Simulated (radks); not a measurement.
# Ge²⁺ in [Ar] 3d10 4s1 4f1: an all-electron calculation

An exercise on one series of results from a longer session: the logs are not shown, and one member is left open.

Method: Dirac Kohn-Sham, LDA (Slater exchange, Perdew-Wang correlation), spin-unpolarised, spherical densities, point nucleus; open shells fill j = l - 1/2 first. Code: radks (a radial shooting solver on a logarithmic mesh, Libxc functionals) version 1.

### The atom as given

| Property | Result |
| --- | --- |
| element | germanium (Z = 32) |
| charge | +2 |
| electrons | 30 |
| configuration | [Ar] 3d10 4s1 4f1 |

Set-up of the first run:

Settings of this run:

```text
Z 32
configuration [Ar] 3d10 4s1 4f1
relativity Dirac
functional lda,pw
spin unpolarised
j_filling energy
nucleus point
c 137.035999084
```

Launch:

```bash
$ python run_ks.py task.json out
```

The same process makes all the runs of this session.

One of the session's tables, all rows but one given; the rest of the session is left out.

It belongs to the step «Shells». Radial moments (bohr):

| level | <r> | outermost maximum (interpolated) | 90 % within | nodes |
| --- | --- | --- | --- | --- |
| 1s1/2 | ? | ? | ? | ? |
| 2s1/2 | 0.2101 | 0.176 | 0.325 | 1 |
| 2p1/2 | 0.1814 | 0.139 | 0.297 | 0 |
| 2p3/2 | 0.1850 | 0.142 | 0.302 | 0 |
| 3s1/2 | 0.6251 | 0.543 | 0.936 | 2 |
| 3p1/2 | 0.6398 | 0.537 | 0.985 | 1 |
| 3p3/2 | 0.6506 | 0.546 | 1.00 | 1 |
| 3d3/2 | 0.7224 | 0.500 | 1.22 | 0 |
| 3d5/2 | 0.7272 | 0.502 | 1.23 | 0 |
| 4s1/2 | 1.853 | 1.62 | 2.72 | 3 |
| 4f5/2 | 5.705 | 5.11 | 8.32 | 0 |
| 4f7/2 | 5.705 | 5.11 | 8.32 | 0 |

**Question.** Estimate the row for 1s1/2.

As computed: <r>: 0.04706; outermost maximum (interpolated): 0.0308; 90 % within: 0.0841; nodes: 0. In the column «<r>» it is the lowest.
